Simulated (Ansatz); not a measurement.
# FH2NSi: interaction energy of a dimer with the counterpoise correction in Python

How strongly do two molecules of FH2NSi bind, and how much of that is basis error? The task is the interaction energy of a dimer with the counterpoise correction, for FH2NSi.

All numbers are computed with Ansatz 0.2.0, driven from Python. Level of theory: r2SCAN/def2-SVP.

## (1) Starting point

Bond lengths: N1–Si2 1.645 Å, Si2–F3 1.578 Å, N1–H4 1.079 Å, N1–H5 1.030 Å. Angles: N1–Si2–F3 102.0°, Si2–N1–H4 109.4°, Si2–N1–H5 112.9°, H4–N1–H5 102.8°.

The script holds or builds the structure itself.

## (2) The code

File fh2nsi.py:

```python
'''Binding of a FH2NSi dimer at a trial geometry.'''

import ansatz as az

FIRST = [
    ('N', (-0.7087, 0.2899, -0.1223)),
    ('Si', (0.01, -0.757, 0.9231)),
    ('F', (1.4996, -0.7719, 0.4018)),
    ('H', (-0.19, 1.2359, -0.096)),
    ('H', (-0.611, 0.0029, -1.1065)),
]
SECOND = [
    ('N', (-3.2227, -0.5501, 3.559)),
    ('Si', (-3.3403, 0.2622, 4.9844)),
    ('F', (-3.2875, 1.7669, 4.5109)),
    ('H', (-4.0167, -0.2347, 2.8997)),
    ('H', (-2.3745, -0.3064, 3.0283)),
]

def energy(atoms, ghosts=()):
    molecule = az.Crystal.molecule()
    for symbol, xyz in atoms:
        molecule = molecule.atom(symbol, xyz)
    calc = (
        molecule.calculation()
        .basis(gaussian='def2-SVP')
        .functional('r2scan')
    )
    deck = calc.input()
    if ghosts:
        deck = deck.set(az.key.basis.gaussian.ghost_atoms, [{'symbol': s, 'position_ang': list(xyz)} for s, xyz in ghosts])
    return az.Session.from_dict(deck).plan().execute().report['free_energy_ev']


def main() -> None:
    # monomers in their own basis and in the basis of the dimer
    both = energy(FIRST + SECOND)
    alone = energy(FIRST) + energy(SECOND)
    ghosted = energy(FIRST, SECOND) + energy(SECOND, FIRST)
    print(f'dimer {both:.6f} eV')
    print(f'interaction, uncorrected   {(both - alone):8.3f} eV')
    print(f'interaction, counterpoise  {(both - ghosted):8.3f} eV')
    print(f'basis-set superposition    {(alone - ghosted):8.3f} eV')


if __name__ == '__main__':
    main()
```

## (3) What the engine is handed

The package turns the script's settings into the engine's input (first run):

```yaml
crystal:
  periodic: [false, false, false]
  atoms:
    - { symbol: "N", position_ang: [-0.7087, 0.2899, -0.1223] }
    - { symbol: Si, position_ang: [0.01, -0.757, 0.9231] }
    - { symbol: F, position_ang: [1.4996, -0.7719, 0.4018] }
    - { symbol: H, position_ang: [-0.19, 1.2359, -0.096] }
    - { symbol: H, position_ang: [-0.611, 0.0029, -1.1065] }
    - { symbol: "N", position_ang: [-3.2227, -0.5501, 3.559] }
    - { symbol: Si, position_ang: [-3.3403, 0.2622, 4.9844] }
    - { symbol: F, position_ang: [-3.2875, 1.7669, 4.5109] }
    - { symbol: H, position_ang: [-4.0167, -0.2347, 2.8997] }
    - { symbol: H, position_ang: [-2.3745, -0.3064, 3.0283] }
basis:
  gaussian:
    orbitals: def2-SVP
hamiltonian:
  xc: r2scan
```

## (4) Launch

Run with:

```bash
> python fh2nsi.py
```

**Question.** How large is the interaction at this pose, and how much of it is basis-set superposition?

The runs gave:

| quantity | value |
| --- | --- |
| interaction energy, uncorrected | -0.050 eV |
| interaction energy, counterpoise | -0.037 eV |
| runs compared | 5 |

**Reading.** The counterpoise correction takes away 26 % of the apparent binding. Uncorrected it is -0.050 eV, with the counterpoise correction -0.037 eV; the difference, 0.01 eV, is the superposition error. What to keep in mind:
- The dimer is a generated trial pose of unrelaxed monomers, not a minimum, so the figure is no binding energy, and the basis set is small.
- This level lacks the dispersion part of the attraction (electrostatics and induction are there), which can decide the sign where the interaction is weak.
